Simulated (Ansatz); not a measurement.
Geometry optimisation, DFT PBE, scalar-relativistic, plane waves, PAW (Ansatz).

input.yaml

```yaml
crystal:
  lattice:
    - [7.67918, 0.0, 0.0]
    - [3.83959, 6.650365, 0.0]
    - [0.0, 0.0, 18.418765]
  atoms:
    - { symbol: H, position: [0.1666667, 0.1666667, 0.0542925] }
    - { symbol: H, position: [0.6666667, 0.1666667, 0.0542925] }
    - { symbol: H, position: [0.1666667, 0.6666667, 0.0542925] }
    - { symbol: H, position: [0.6666667, 0.6666667, 0.0542925] }
    - { symbol: Si, position: [0.1666667, 0.1666667, 0.1357311] }
    - { symbol: Si, position: [0.6666667, 0.1666667, 0.1357311] }
    - { symbol: Si, position: [0.1666667, 0.6666667, 0.1357311] }
    - { symbol: Si, position: [0.6666667, 0.6666667, 0.1357311] }
    - { symbol: Si, position: [-0.1666667, 0.3333333, 0.178283] }
    - { symbol: Si, position: [0.3333333, 0.3333333, 0.178283] }
    - { symbol: Si, position: [-0.1666667, 0.8333333, 0.178283] }
    - { symbol: Si, position: [0.3333333, 0.8333333, 0.178283] }
    - { symbol: Si, position: [-0.1666667, 0.3333333, 0.3059386] }
    - { symbol: Si, position: [0.3333333, 0.3333333, 0.3059386] }
    - { symbol: Si, position: [-0.1666667, 0.8333333, 0.3059386] }
    - { symbol: Si, position: [0.3333333, 0.8333333, 0.3059386] }
    - { symbol: Si, position: [0.0, 0.0, 0.3484905] }
    - { symbol: Si, position: [0.5, 0.0, 0.3484905] }
    - { symbol: Si, position: [0.0, 0.5, 0.3484905] }
    - { symbol: Si, position: [0.5, 0.5, 0.3484905] }
    - { symbol: Ta, position: [0.0570901, 0.8797268, 0.4994235], spin: 1.0 }
magnetization:
  spin_polarized: true
basis:
  ecutwfc: 420.0
kpoints:
  mp_grid: { grid: [2, 2, 1] }
hamiltonian:
  xc: pbe
  pseudopotentials: { kind: paw, azcp: { folder: soft_1 } }
scf:
  occupations: { method: gaussian, width: 0.02 }
  lower_state_search: "off"
relax:
  f_tol: 0.03
  max_steps: 60
  adjacent_minimum: "off"
  constraints: [{ sites: [0, 1, 2, 3, 4, 5, 6, 7] }]
```

Launched with:

```bash
$ ansatz run input.yaml --threads 2 --pin off --max-ram 5120MiB --backend cpu --events-out ev --progress --plain --runs-dir out
```

Q: Where does it end, and by what steps?

A: The run converged. Limits of this set-up: coarse k mesh, thin slab, slab without dipole correction. After 15 steps the energy has fallen by 5.029 eV; Ta21 moved furthest, 2.34 Å. Joined: Si14–Ta21 (5.09 → 2.80 Å), Si15–Ta21 (4.05 → 2.80 Å), Si16–Ta21 (4.07 → 2.80 Å), Si19–Ta21 (4.21 → 2.42 Å), Si20–Ta21 (4.23 → 2.42 Å).

```csv
step,energy less start (eV),largest force component (eV/Å),accepted
0,0.0000,2.009,yes
1,-0.4376,1.821,yes
2,-0.8063,1.189,yes
3,-1.1275,1.368,yes
4,-1.5456,1.724,yes
5,-2.0649,1.878,yes
6,-2.6531,1.920,yes
7,-3.2790,2.056,yes
8,-3.8775,1.935,yes
9,-4.4133,1.538,yes
10,-4.7077,0.600,yes
11,-4.8914,0.432,yes
12,-4.9937,0.212,yes
13,-5.0192,0.114,yes
14,-5.0239,0.114,yes
15,-5.0289,0.021,yes
```

```xyz
21
Lattice="7.6792 0.0000 0.0000 3.8396 6.6504 0.0000 0.0000 0.0000 18.4188" Properties=species:S:1:pos:R:3
H 1.920 1.108 1.000
H 5.759 1.108 1.000
H 3.840 4.434 1.000
H 7.679 4.434 1.000
Si 1.920 1.108 2.500
Si 5.759 1.108 2.500
Si 3.840 4.434 2.500
Si 7.679 4.434 2.500
Si 0.000 2.217 3.247
Si 3.839 2.231 3.271
Si 1.932 5.535 3.271
Si 5.747 5.535 3.271
Si 0.001 2.218 5.608
Si 3.840 2.222 5.616
Si 1.922 5.542 5.616
Si 5.756 5.541 5.617
Si -0.001 0.091 6.589
Si 3.839 0.001 6.432
Si 1.842 3.282 6.589
Si 5.839 3.281 6.591
Ta 3.841 4.434 7.332
```

Whether the end is a true minimum wasn't checked by a vibrational analysis.

The run took 5.6 min on 2 threads of Arm Neoverse V2, on a shared host, peak memory 1.4 GiB.
